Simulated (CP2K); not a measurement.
# HfB (Fm-3m) in CP2K: a series of runs, part 2 of 2

CP2K 2026.2.

## (3) Single point, LDA, 12.08 Å³/atom (volume scaled by 0.98)

File hfb_eos.inp:

```
&GLOBAL
  PROJECT hfb_eos
  RUN_TYPE ENERGY_FORCE
  PRINT_LEVEL LOW
&END GLOBAL
&FORCE_EVAL
  METHOD QS
  STRESS_TENSOR ANALYTICAL
  &DFT
    BASIS_SET_FILE_NAME BASIS_MOLOPT_UZH
    POTENTIAL_FILE_NAME GTH_POTENTIALS
    WFN_RESTART_FILE_NAME previous-RESTART.kp
    &MGRID
      CUTOFF 450
      REL_CUTOFF 60
      NGRIDS 4
    &END MGRID
    &QS
      METHOD GPW
      EPS_DEFAULT 1.0E-9
    &END QS
    &KPOINTS
      SCHEME MONKHORST-PACK 10 10 10
      GAMMA_CENTERED T
      SYMMETRY T
      SYMMETRY_BACKEND SPGLIB
    &END KPOINTS
    &SCF
      SCF_GUESS RESTART
      EPS_SCF 1.0E-6
      MAX_SCF 100
      ADDED_MOS 13
      CHOLESKY OFF
      EPS_EIGVAL 1.0E-7
      &DIAGONALIZATION ON
        ALGORITHM STANDARD
      &END DIAGONALIZATION
      &MIXING ON
        METHOD BROYDEN_MIXING
        ALPHA 0.4
        BETA 1.5
        NBUFFER 8
      &END MIXING
      &SMEAR ON
        METHOD FERMI_DIRAC
        ELECTRONIC_TEMPERATURE [K] 580.226
      &END SMEAR
    &END SCF
    &XC
      &XC_FUNCTIONAL
        &LDA_X
        &END LDA_X
        &LDA_C_PW
        &END LDA_C_PW
      &END XC_FUNCTIONAL
    &END XC
    &PRINT
      &KPOINTS ON
      &END KPOINTS
      &MULLIKEN ON
      &END MULLIKEN
      &MO ON
        ENERGIES T
        OCCUPATION_NUMBERS T
        &EACH
          QS_SCF 0
        &END EACH
        ADD_LAST NUMERIC
      &END MO
    &END PRINT
  &END DFT
  &SUBSYS
    &CELL
      A 3.2449076126 0.0000000000 0.0000000000
      B 1.6224538062 2.8101724254 0.0000000000
      C 1.6224538062 0.9367241418 2.6494559711
      PERIODIC XYZ
    &END CELL
    &COORD
      Hf  3.2449076125 1.8734482836 1.3247279856
      B   0.0000000000 0.0000000000 0.0000000000
    &END COORD
    &KIND Hf
      BASIS_SET TZVP-MOLOPT-PBE-GTH-q12
      POTENTIAL GTH-PADE-q12
    &END KIND
    &KIND B
      BASIS_SET TZVP-MOLOPT-PBE-GTH-q3
      POTENTIAL GTH-PADE-q3
    &END KIND
    &PRINT
      &ATOMIC_COORDINATES ON
      &END ATOMIC_COORDINATES
      &CELL ON
      &END CELL
    &END PRINT
  &END SUBSYS
  &PRINT
    &FORCES ON
    &END FORCES
    &STRESS_TENSOR ON
    &END STRESS_TENSOR
  &END PRINT
&END FORCE_EVAL
```

Potentials or basis: GTH_POTENTIALS Hf GTH-PADE-q12, B GTH-PADE-q3; TZVP-MOLOPT-PBE-GTH basis.

Started as:

```
> OMP_NUM_THREADS=1 cp2k.psmp -i hfb_eos.inp -o hfb_eos.out
```

Wall time 2.8 min (1 thread of Intel Xeon Platinum 8259CL at 2.50GHz (Skylake/Cascade Lake), shared host); peak memory 0.34 GiB.

The run converged. Its results:

```yaml
Free_energy: -1435.0593 eV
Pressure: -51.3 GPa
Band_gap_on_the_k_mesh: none (metal or under the smearing width)
Mulliken_charges: Hf -5.91; B +5.91 e
```

Caveat: Mulliken charges move with the basis; the basis of atomic orbitals isn't converged, which shifts pressures, moduli and gaps; the real-space grid breaks the cell's symmetry a little.

## (4) Single point, LDA, 12.57 Å³/atom (volume scaled by 1.02)

hfb_eos.inp, as its differences from that of step 3:

```diff
@@ -73,5 +73,5 @@
     &CELL
-      A 3.2449076126 0.0000000000 0.0000000000
-      B 1.6224538062 2.8101724254 0.0000000000
-      C 1.6224538062 0.9367241418 2.6494559711
+      A 3.2884686174 0.0000000000 0.0000000000
+      B 1.6442343087 2.8478973622 0.0000000000
+      C 1.6442343087 0.9492991208 2.6850233826
       PERIODIC XYZ
@@ -79,3 +79,3 @@
     &COORD
-      Hf  3.2449076125 1.8734482836 1.3247279856
+      Hf  3.2884686174 1.8985982415 1.3425116913
       B   0.0000000000 0.0000000000 0.0000000000
```

Started as:

```
> OMP_NUM_THREADS=1 cp2k.psmp -i hfb_eos.inp -o hfb_eos.out
```

Wall time 2.8 min (1 thread of Intel Xeon Platinum 8259CL at 2.50GHz (Skylake/Cascade Lake), shared host); peak memory 0.34 GiB.

It converged, with:

```
Free energy            : -1434.7291 eV
Pressure               : -55.8 GPa
Band gap on the k mesh : none (metal or under the smearing width)
Mulliken charges       : Hf -5.91; B +5.91 e
```

Caveat: Mulliken charges move with the basis; the basis of atomic orbitals isn't converged, which shifts pressures, moduli and gaps.

## (5) Single point, LDA, 11.83 Å³/atom (volume scaled by 0.96)

hfb_eos.inp, as its differences from that of step 4:

```diff
@@ -73,5 +73,5 @@
     &CELL
-      A 3.2884686174 0.0000000000 0.0000000000
-      B 1.6442343087 2.8478973622 0.0000000000
-      C 1.6442343087 0.9492991208 2.6850233826
+      A 3.2226815204 0.0000000000 0.0000000000
+      B 1.6113407602 2.7909240650 0.0000000000
+      C 1.6113407602 0.9303080217 2.6313084429
       PERIODIC XYZ
@@ -79,3 +79,3 @@
     &COORD
-      Hf  3.2884686174 1.8985982415 1.3425116913
+      Hf  3.2226815204 1.8606160434 1.3156542214
       B   0.0000000000 0.0000000000 0.0000000000
```

Started as:

```
> OMP_NUM_THREADS=1 cp2k.psmp -i hfb_eos.inp -o hfb_eos.out
```

It took 3 min on 1 thread of Intel Xeon Platinum 8259CL at 2.50GHz (Skylake/Cascade Lake), shared host; peak memory 0.35 GiB.

It converged, with:

```
Free energy            : -1435.2110 eV
Pressure               : -47.9 GPa
Band gap on the k mesh : none (metal or under the smearing width)
Mulliken charges       : Hf -5.88; B +5.88 e
```

Caveat: Mulliken charges move with the basis; the basis of atomic orbitals isn't converged, which shifts pressures, moduli and gaps; the real-space grid breaks the cell's symmetry a little.

## (6) Single point, LDA, 12.82 Å³/atom (volume scaled by 1.04)

hfb_eos.inp, as its differences from that of step 5:

```diff
@@ -73,5 +73,5 @@
     &CELL
-      A 3.2226815204 0.0000000000 0.0000000000
-      B 1.6113407602 2.7909240650 0.0000000000
-      C 1.6113407602 0.9303080217 2.6313084429
+      A 3.3098229081 0.0000000000 0.0000000000
+      B 1.6549114540 2.8663907204 0.0000000000
+      C 1.6549114540 0.9554635735 2.7024590880
       PERIODIC XYZ
@@ -79,3 +79,3 @@
     &COORD
-      Hf  3.2226815204 1.8606160434 1.3156542214
+      Hf  3.3098229081 1.9109271469 1.3512295440
       B   0.0000000000 0.0000000000 0.0000000000
```

Potentials or basis: GTH_POTENTIALS Hf GTH-PADE-q12, B GTH-PADE-q3; TZVP-MOLOPT-PBE-GTH basis.

Started as:

```
> OMP_NUM_THREADS=1 cp2k.psmp -i hfb_eos.inp -o hfb_eos.out
```

Run time: 2.8 min. Hardware: 1 thread of Intel Xeon Platinum 8259CL at 2.50GHz (Skylake/Cascade Lake), shared host; peak memory 0.34 GiB.

It converged, with:

```
Free energy            : -1434.5600 eV
Pressure               : -57.5 GPa
Band gap on the k mesh : none (metal or under the smearing width)
Mulliken charges       : Hf -5.91; B +5.91 e
```

Caveat: Mulliken charges move with the basis; the basis of atomic orbitals isn't converged, which shifts pressures, moduli and gaps.

## (7) Single point, LDA, 11.59 Å³/atom (volume scaled by 0.94)

hfb_eos.inp, as its differences from that of step 6:

```diff
@@ -73,5 +73,5 @@
     &CELL
-      A 3.3098229081 0.0000000000 0.0000000000
-      B 1.6549114540 2.8663907204 0.0000000000
-      C 1.6549114540 0.9554635735 2.7024590880
+      A 3.2001445487 0.0000000000 0.0000000000
+      B 1.6000722743 2.7714064749 0.0000000000
+      C 1.6000722743 0.9238021583 2.6129070825
       PERIODIC XYZ
@@ -79,3 +79,3 @@
     &COORD
-      Hf  3.3098229081 1.9109271469 1.3512295440
+      Hf  3.2001445486 1.8476043166 1.3064535413
       B   0.0000000000 0.0000000000 0.0000000000
```

Started as:

```
> OMP_NUM_THREADS=1 cp2k.psmp -i hfb_eos.inp -o hfb_eos.out
```

Wall time 2.8 min (1 thread of Intel Xeon Platinum 8259CL at 2.50GHz (Skylake/Cascade Lake), shared host); peak memory 0.35 GiB.

It converged, with:

- Free energy: -1435.3528 eV
- Pressure: -43.3 GPa
- Band gap on the k mesh: none (metal or under the smearing width)
- Mulliken charges: Hf -5.85; B +5.85 e

Caveat: Mulliken charges move with the basis; the basis of atomic orbitals isn't converged, which shifts pressures, moduli and gaps.

## (8) Single point, LDA, 13.07 Å³/atom (volume scaled by 1.06)

hfb_eos.inp, as its differences from that of step 7:

```diff
@@ -73,5 +73,5 @@
     &CELL
-      A 3.2001445487 0.0000000000 0.0000000000
-      B 1.6000722743 2.7714064749 0.0000000000
-      C 1.6000722743 0.9238021583 2.6129070825
+      A 3.3309051511 0.0000000000 0.0000000000
+      B 1.6654525755 2.8846484784 0.0000000000
+      C 1.6654525755 0.9615494928 2.7196726673
       PERIODIC XYZ
@@ -79,3 +79,3 @@
     &COORD
-      Hf  3.2001445486 1.8476043166 1.3064535413
+      Hf  3.3309051511 1.9230989856 1.3598363336
       B   0.0000000000 0.0000000000 0.0000000000
```

Started as:

```
> OMP_NUM_THREADS=1 cp2k.psmp -i hfb_eos.inp -o hfb_eos.out
```

Run time: 2.8 min. Hardware: 1 thread of Intel Xeon Platinum 8259CL at 2.50GHz (Skylake/Cascade Lake), shared host; peak memory 0.34 GiB.

The run converged. Its results:

```yaml
Free_energy: -1434.3848 eV
Pressure: -58.1 GPa
Band_gap_on_the_k_mesh: none (metal or under the smearing width)
Mulliken_charges: Hf -5.89; B +5.89 e
```

Caveat: Mulliken charges move with the basis; the basis of atomic orbitals isn't converged, which shifts pressures, moduli and gaps.

## (9) Equation of state, LDA

Potentials or basis: GTH_POTENTIALS Hf GTH-PADE-q12, B GTH-PADE-q3; TZVP-MOLOPT-PBE-GTH basis.

This step only gathers the single runs of the series.

Results:

```yaml
Equilibrium_volume: outside the volumes run
```

Energy against volume, from the lowest point:
| volume (Å³/atom) | energy (meV/atom) |
| --- | --- |
| 11.587 | 0.00 |
| 11.833 | 70.92 |
| 12.080 | 146.74 |
| 12.326 | 228.20 |
| 12.573 | 311.87 |
| 12.819 | 396.38 |
| 13.066 | 484.03 |

Caveat: the basis of atomic orbitals isn't converged, which shifts pressures, moduli and gaps.
